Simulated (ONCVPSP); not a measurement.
# An ONCV potential for platinum, from input to tests

Aim: build the potential from the settings below, then test how well it stands in for the atom: other configurations, scattering, ghost states and the plane-wave cutoff that it needs.

The numbers are computed with ONCVPSP 4.0.1.1 (patched build) (PBE, scalar-relativistic, spin-unpolarised reference atom).

### Step 1. Settings

The settings as typed:

```
element                 : platinum (Pt, Z = 78)
type                    : optimised norm-conserving Vanderbilt (ONCV)
frozen core             : [Kr] 4d10 4f14 5s2
valence charge          : 16
reference configuration : 5p6 5d9 6s1
partial waves           : 6s: rc 2.60 bohr, ncon 3, nbas 6, qcut 2.3 1/bohr, 2 projectors, debl 0.6 Ha; 5p: rc 1.05 bohr, ncon 4, nbas 9, qcut 6.9 1/bohr, 1 projector; 5d: rc 2.30 bohr, ncon 4, nbas 9, qcut 7.3 1/bohr, 2 projectors, debl 2.1 Ha
local potential         : polynomial inside 0.90 bohr (lpopt 5, dvloc0 1 Ha)
core correction         : polynomial model core, fcfact 0.45
```

The outer shells as boxes (Hund's rule for the drawing; the calculation is spin-unpolarised):

```
[Kr] core
4d [↑↓][↑↓][↑↓][↑↓][↑↓]
4f [↑↓][↑↓][↑↓][↑↓][↑↓][↑↓][↑↓]
5s [↑↓]
5p [↑↓][↑↓][↑↓]
5d [↑↓][↑↓][↑↓][↑↓][↑ ]
6s [↑ ]
```

### Step 2. Generation

File Pt.dat:

```
# ATOM AND REFERENCE CONFIGURATION
# atsym  z   nc   nv     iexc    psfile
  Pt 78.00   11    3        4      upf
#
#   n    l    f
    1    0    2.00
    2    0    2.00
    2    1    6.00
    3    0    2.00
    3    1    6.00
    3    2   10.00
    4    0    2.00
    4    1    6.00
    4    2   10.00
    4    3   14.00
    5    0    2.00
    5    1    6.00
    5    2    9.00
    6    0    1.00
#
# PSEUDOPOTENTIAL AND OPTIMIZATION
# lmax
    2
#
#   l,   rc,      ep,       ncon, nbas, qcut
    0    2.60    0.00    3    6    2.30
    1    1.05    0.00    4    9    6.90
    2    2.30    0.00    4    9    7.30
#
# LOCAL POTENTIAL
# lloc, lpopt,  rc(5),   dvloc0
    4    5    0.90    1.00
#
# VANDERBILT-KLEINMAN-BYLANDER PROJECTORs
# l, nproj, debl
    0    2    0.60
    1    1    3.10
    2    2    2.10
#
# MODEL CORE CHARGE
# icmod, fcfact, rcfact
    1    0.45    0.00
#
# LOG DERIVATIVE ANALYSIS
# epsh1, epsh2, depsh
   -4.00    5.00    0.02
#
# OUTPUT GRID
# rlmax, drl
    6.00    0.01
#
# TEST CONFIGURATIONS
# ncnf
    4
# nvcnf
#   n    l    f
    3
    5    1    6.00
    5    2    9.00
    6    0    0.00
#
    3
    5    1    6.00
    5    2    8.00
    6    0    0.00
#
    3
    5    1    6.00
    5    2    7.00
    6    0    0.00
#
    3
    5    1    6.00
    5    2    9.00
    6    0    0.50
#
```

On the command line:

```
$ oncvpsp.x < Pt.dat > Pt.out
```

Before running it: what results should come out? Wanted: cutoffs for 1 and 0.1 mHa per electron, occupied waves; bound ghosts; GHOST(+) flags; largest test error; largest phase difference near zero energy, channels read; rms error of d²Exc/dn², without and with the model core.

**Answer**, as computed:

| quantity | value |
| --- | --- |
| cutoffs for 1 and 0.1 mHa per electron, occupied waves | 207 Ha and 249 Ha |
| bound ghosts | s at -371.39 eV |
| GHOST(+) flags | s at 10 eV, p at 66 eV, d at 88 eV |
| largest test error (AE − PS) | -78 meV, for 5p6 5d7 6s0 |
| largest phase difference near zero energy, channels read | 0.029 rad |
| rms error of d²Exc/dn², without and with the model core | 4.02 and 0.44 mHa |

What this shows: It has a bound ghost (s), a state that the atom doesn't have, and that rules the file out. By total energies transferability is fair: the largest error is 78 meV on 61.4 eV, for 5p6 5d7 6s0. That test lies far up in energy; among those under 40 eV, nearer to bonding, the largest error is 37 meV. The potential is very hard: the looser tolerance needs 207 Ha. At the looser tolerance the 5p wave is the slowest; 5d needs 17 Ha. Near zero energy the phases of the channels with partial waves agree within 0.029 rad. The program also flags highly localised states, GHOST(+) (s, p, d). All of this concerns the isolated atom, not yet a solid.
